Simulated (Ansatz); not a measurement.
# SiH4Se3: how energies converge with the basis set

How large a basis does SiH4Se3 need? Two functionals are run in growing sets.

Method: one geometry, several basis sets; program: Ansatz 0.2.0, Gaussian basis.

Levels to be run: PBE0-D4/def2-SVP; ωB97M-V/def2-SVP; PBE0-D4/def2-QZVPP; ωB97M-V/def2-QZVPP; the functionals' def2-TZVPP values are taken from earlier runs.

## (1) Structure used throughout

An earlier PBE0-D4 in a triple-zeta def2 set relaxation fixed the geometry.

SMILES `[SeH][SiH]([SeH])[SeH]`, 8 atoms, charge 0, spin multiplicity 1.

Atoms are counted from 1 here; the program's logs count them from 0.

Bond lengths: Se1–Si2 2.271 Å, Se1–H5 1.472 Å, Si2–Se3 2.271 Å, Si2–Se4 2.271 Å, Si2–H6 1.483 Å, Se3–H7 1.472 Å, Se4–H8 1.472 Å. Angles: Si2–Se1–H5 92.8°, Se1–Si2–Se3 108.2°, Se1–Si2–Se4 108.2°, Se1–Si2–H6 110.8°, Se3–Si2–Se4 108.2°, Se3–Si2–H6 110.7°, Se4–Si2–H6 110.7°, Si2–Se3–H7 92.8°, Si2–Se4–H8 92.8°.

## (2) PBE0-D4 in def2-SVP

File in.yaml:

```yaml
crystal:
  periodic: [false, false, false]
  atoms:
    - {symbol: Se, position_ang: [-1.530994, 1.101112, -1.194984]}
    - {symbol: Si, position_ang: [0.018593, 0.032321, 0.074967]}
    - {symbol: Se, position_ang: [2.002069, 0.093215, -1.028788]}
    - {symbol: Se, position_ang: [-0.610782, -2.139710, 0.281115]}
    - {symbol: H, position_ang: [-0.952343, 2.425244, -0.915723]}
    - {symbol: H, position_ang: [0.138787, 0.672594, 1.406816]}
    - {symbol: H, position_ang: [2.744245, -0.433898, 0.127702]}
    - {symbol: H, position_ang: [-1.717276, -1.807979, 1.193097]}
basis:
  gaussian: {orbitals: def2-SVP}
hamiltonian: {xc: pbe0, dispersion: d4}
output: {orbitals: {seedname: orbitals}}
```

Run with:

```sh
> ansatz run in.yaml --threads 4 --pin off --events-out ev --progress --plain --max-ram 11315MiB
```

The runs that follow: ωB97M-V in def2-SVP; PBE0-D4 in def2-QZVPP; ωB97M-V in def2-QZVPP.

Before running them: what should the planned runs give, taken together? Wanted: PBE0-D4: double and triple zeta above quadruple; ωB97M-V: double and triple zeta above quadruple.

The runs gave:

```
                                       quantity           value
PBE0-D4: double and triple zeta above quadruple  31.30, 4.39 eV
ωB97M-V: double and triple zeta above quadruple  31.08, 4.24 eV
```

In words: For PBE0-D4 the step from double to triple zeta gains 26.91 eV and the next only 4.39 eV. Total energies overstate the basis error of differences, where much of it tends to cancel. The LUMO of ωB97M-V is positive and keeps falling with the basis (1.82 to 1.05 eV): an unbound level that the basis holds in place.
